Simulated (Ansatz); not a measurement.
# NbH2 (Fm-3m): the equilibrium volume

At what volume is NbH2 (Fm-3m) free of pressure?

Program: Ansatz 0.2.0. Level of theory: DFT PBEsol, scalar-relativistic, plane waves, PAW. These are calculated values, not measurements.

### 1 Starting point

The structure is cubic, space group Fm-3m (No. 225). The conventional cell has a = 4.578 Å, b = 4.578 Å, c = 4.578 Å, α = 90.00°, β = 90.00°, γ = 90.00°. Nb (site symmetry m-3m) is surrounded by 8 H at 1.98 Å. Around H (site symmetry -43m) lie 4 Nb at 1.98 Å.

Structure file:

```cif
data_structure
_symmetry_space_group_name_H-M 'P 1'
_symmetry_Int_Tables_number 1
_cell_length_a 3.2372
_cell_length_b 3.2372
_cell_length_c 3.2372
_cell_angle_alpha 60.000
_cell_angle_beta 60.000
_cell_angle_gamma 60.000
_cell_volume 23.99
loop_
_atom_site_label
_atom_site_type_symbol
_atom_site_fract_x
_atom_site_fract_y
_atom_site_fract_z
_atom_site_occupancy
Nb1 Nb 0.00000 0.00000 0.00000 1
H1 H 0.25000 0.25000 0.25000 1
H2 H 0.75000 0.75000 0.75000 1
```

### 2 At the starting volume

input.yaml reads:

```yaml
crystal:
  lattice:
    - [0.0, 2.2890797899, 2.2890797899]
    - [2.2890797899, 0.0, 2.2890797899]
    - [2.2890797899, 2.2890797899, 0.0]
  atoms:
    - { symbol: Nb, position: [0.0, 0.0, 0.0] }
    - { symbol: H, position: [0.25, 0.25, 0.25] }
    - { symbol: H, position: [0.75, 0.75, 0.75] }
basis:
  ecutwfc: 420
  ecutrho_ratio: 4
kpoints:
  mp_grid: { grid: [12, 12, 12] }
hamiltonian:
  xc: pbesol
scf:
  occupations: { method: gaussian, width: 0.05 }
output:
  forces: true
  stress: true
  eigenvalues: true
```

On the command line:

```
ansatz run input.yaml --threads 8 --pin off --max-ram 15360MiB --backend cpu --events-out ev --progress --plain --runs-dir out
```

After this run come: A step to a new volume; A step to a new volume.

**Question.** What will these runs give? Wanted: volume; pressure; conventional cell; gap on the mesh.

**Answer**, as computed:

| quantity | value |
| --- | --- |
| volume | 7.685 Å³/atom |
| pressure | 0.01 GPa |
| conventional cell | a = 4.518 Å, b = 4.518 Å, c = 4.518 Å, α = 90.00°, β = 90.00°, γ = 90.00° |
| gap on the mesh | none (metal) |

In words: Over the 3 runs shown the cell moved from 8.00 to 7.68 Å³/atom, a change of -3.9 %, where the pressure is zero within 0.01 GPa.
